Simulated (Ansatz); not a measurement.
**CAM-B3LYP/STO-3G run of SnClF (SMILES [F][Sn][Cl])**

What is the electronic atomisation energy of SnClF at CAM-B3LYP/STO-3G? 

Program for the calculation: Ansatz 0.2.0.

59 further runs of the same task are left out: 12 that didn't finish, 47 set aside as unsound or not needed.

**1. The structure to begin with**

SnClF has 3 atoms, charge 0, and is taken as a singlet. As SMILES, `[F][Sn][Cl]`. The coordinates come from a PBE0-D4/def2-TZVP relaxation.

Bond lengths: F1–Sn2 1.935 Å, Sn2–Cl3 2.360 Å. Angles: F1–Sn2–Cl3 96.9°.

**2. The energy at CAM-B3LYP/STO-3G**

Input file run.yaml:

```yaml
crystal:
  periodic: [false, false, false]
  atoms:
    - {symbol: F, position_ang: [-1.389600, 0.223100, -0.744400]}
    - {symbol: Sn, position_ang: [0.164300, 0.898100, 0.190700]}
    - {symbol: Cl, position_ang: [1.214300, -1.186000, 0.540500]}
basis:
  gaussian:
    orbitals: STO-3G
hamiltonian:
  xc: {name: CAM-B3LYP}
accuracy: high
```

On the command line:

```bash
$ ansatz run run.yaml --threads 1 --pin off --max-ram 2610MiB --events-out events.jsonl --progress --plain --runs-dir runs
```

Standard output:

```text
Warning: RAYON_NUM_THREADS=1 ignored (pool sized by the plan → 1); use --threads N
Functional definition: CAM-B3LYP
  name "CAM-B3LYP"
  parameter alpha = 0.19
  parameter beta = 0.46
  parameter omega = 0.33/bohr
  parameter ac = 0.81
  exchange = (1 - alpha - beta)*b88_x + beta*b88_x_sr(omega) + alpha*exact_x + beta*exact_x_lr(omega)
  correlation = (1 - ac)*vwn5_c + ac*lyp_c
752 factors; integrals over basis functions are off by at most 5.4e-9 eV
172 factors; integrals over basis functions are off by at most 9.5e-10 eV
mean field evaluation 1: about -177391.2782 eV, gradient 1.9e1 eV
mean field evaluation 2: about -177386.1606 eV, gradient 5.1e1 eV
mean field evaluation 4: about -177393.6194 eV, gradient 1.1e0 eV
mean field evaluation 8: about -177393.6136 eV, gradient 1.1e-2 eV
mean field evaluation 16: about -177393.6136 eV, gradient 1.8e-7 eV
mean field -177393.61355030 eV, -6519.0950562638 hartree, gradient 7.6e-8 eV, S^2 0.000000; 0 other end points of the search recorded, 0 dependent functions left out
reference -177393.61356274 eV, -6519.0950567206 hartree; 38, 38 occupied and 3, 3 virtual orbitals, 752 factors
Total energy: -177393.61356274 eV, -6519.0950567206 hartree
```

Wall time 2.7 s (1 thread of Arm Neoverse V1, shared host); peak memory 0.15 GiB.

**3. The Cl atom**

Input file in.yaml:

```yaml
crystal:
  periodic: [false, false, false]
  atoms:
    - symbol: Cl
      position_ang: [0.000000, 0.000000, 0.000000]
basis:
  gaussian:
    orbitals: STO-3G
magnetization:
  spin_polarized: true
  initial_magnetization: 1
hamiltonian:
  xc: {name: CAM-B3LYP}
accuracy: high
```

On the command line:

```bash
$ ansatz run in.yaml --threads 1 --pin off --max-ram 2610MiB --events-out events.jsonl --progress --plain --runs-dir runs
```

Standard output (excerpt; [...] marks lines left out):

```text
Warning: RAYON_NUM_THREADS=1 ignored (pool sized by the plan → 1); use --threads N
[... 8 set-up lines as earlier in the session ...]
42 factors; integrals over basis functions are off by at most 4.6e-9 eV
23 factors; integrals over basis functions are off by at most 1.8e-9 eV
mean field evaluation 1: about -12384.2243 eV, gradient 2.5e-1 eV
mean field evaluation 2: about -12384.2244 eV, gradient 8.2e-3 eV
mean field evaluation 4: about -12384.2248 eV, gradient 1.3e-7 eV
mean field evaluation 8: about -12384.2248 eV, gradient 1.0e-12 eV
mean field -12384.22484326 eV, -455.1118686607 hartree, gradient 1.0e-12 eV, S^2 0.750000; 0 other end points of the search recorded, 0 dependent functions left out
reference -12384.22485110 eV, -455.1118689488 hartree; 9, 8 occupied and 0, 1 virtual orbitals, 42 factors
Total energy: -12384.22485110 eV, -455.1118689488 hartree
```

Wall time 0.42 s (1 thread of Arm Neoverse V1, shared host).

**4. The F atom at the same level**

Input file job.yaml:

```yaml
crystal:
  periodic: [false, false, false]
  atoms:
    - {symbol: F, position_ang: [0.000000, 0.000000, 0.000000]}
basis:
  gaussian:
    orbitals: STO-3G
hamiltonian:
  xc: {name: CAM-B3LYP}
magnetization:
  spin_polarized: true
  initial_magnetization: 1
accuracy: high
```

Run the same way, it converges to -98.23985 Eh (log not shown).

**5. The Sn atom at the same level**

Input file molecule.yaml:

```yaml
crystal:
  periodic: [false, false, false]
  atoms:
    - {symbol: Sn, position_ang: [0.000000, 0.000000, 0.000000]}
basis:
  gaussian:
    orbitals: STO-3G
magnetization:
  spin_polarized: true
  initial_magnetization: 2
hamiltonian:
  xc: {name: CAM-B3LYP}
accuracy: high
```

Run the same way, it converges to -5965.37129 Eh (log not shown).

**6. Outcome**

Level: CAM-B3LYP/STO-3G.

| quantity | value |
| --- | --- |
| molecule: total energy | -6519.09506 Eh |
| Cl atom: total energy | -455.11187 Eh |
| Cl atom: ⟨S²⟩ | 0.750 |
| F atom: total energy | -98.23985 Eh |
| F atom: ⟨S²⟩ | 0.750 |
| Sn atom: total energy | -5965.37129 Eh |
| Sn atom: ⟨S²⟩ | 2.000 |
| electronic atomisation energy | 10.124 eV |

**Reading.** Taking the molecule apart into free atoms costs 10.12 eV (977 kJ/mol), before zero-point energy and without spin-orbit coupling. In a minimal basis such a difference can be off by several eV, whatever the method. Relativity is left out (molecule) although the molecule holds a heavy atom. Relativity is left out (Sn atom) although the molecule holds a heavy atom.
